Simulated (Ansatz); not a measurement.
# GdO: the cost of one run

Computed with Ansatz 0.2.0 (DFT PBE+U, scalar-relativistic, plane waves, PAW, unless a step's input says otherwise).

1 further run of the same task is left out (set aside as unsound or not needed).

## (1) Starting point

The structure is cubic, space group F-43m (No. 216). The conventional cell has a = 5.397 Å, b = 5.397 Å, c = 5.397 Å, α = 90.00°, β = 90.00°, γ = 90.00°. Gd (site symmetry -43m) is surrounded by 4 O at 2.34 Å. Around O (site symmetry -43m) lie 4 Gd at 2.34 Å.

Coordinates:

```
CELL_PARAMETERS angstrom
0.00000 2.69863 2.69863
2.69863 0.00000 2.69863
2.69863 2.69863 0.00000
ATOMIC_POSITIONS crystal
Gd 0.00000 0.00000 0.00000
O 0.25000 0.25000 0.25000
```

This cell was relaxed beforehand with the same method: volume 19.65 Å³/atom, gap on the mesh none (metal), site moments up to 7.0 μB.

## (2) Seeding the f shells in the cell of the plane

input.yaml reads:

```yaml
crystal:
  lattice:
    - [3.8164450272, 0.0, 0.0]
    - [0.0, 5.3972683175, 0.0]
    - [1.9082225136, -2.6986341587, 1.9082225136]
  atoms:
    - { symbol: Gd, position: [0.0, 0.0, 0.0], spin: 7.72 }
    - { symbol: O, position: [0.5, 0.25, 0.0] }
basis:
  ecutwfc: 420
kpoints:
  mp_grid: { grid: [4, 3, 8] }
hamiltonian:
  xc: pbe
  hubbard: { sites: [{ species: Gd, l: f, u_eff: 6.0 }] }
scf:
  occupations: { method: gaussian, width: 0.1 }
output:
  forces: true
  stress: true
  eigenvalues: true
  hubbard: { sites: [{ species: Gd, l: f }] }
  populations: true
magnetization:
  spin_polarized: true
```

Launch:

```console
> ansatz run input.yaml --threads 4 --pin off --max-ram 10240MiB --backend cpu --events-out ev --progress --plain --runs-dir out
```

**Question.** How long does this run take on 4 threads of Arm Neoverse V2, shared host, and how much memory does it need?

About 2.8 s, with a peak of 0.42 GiB.
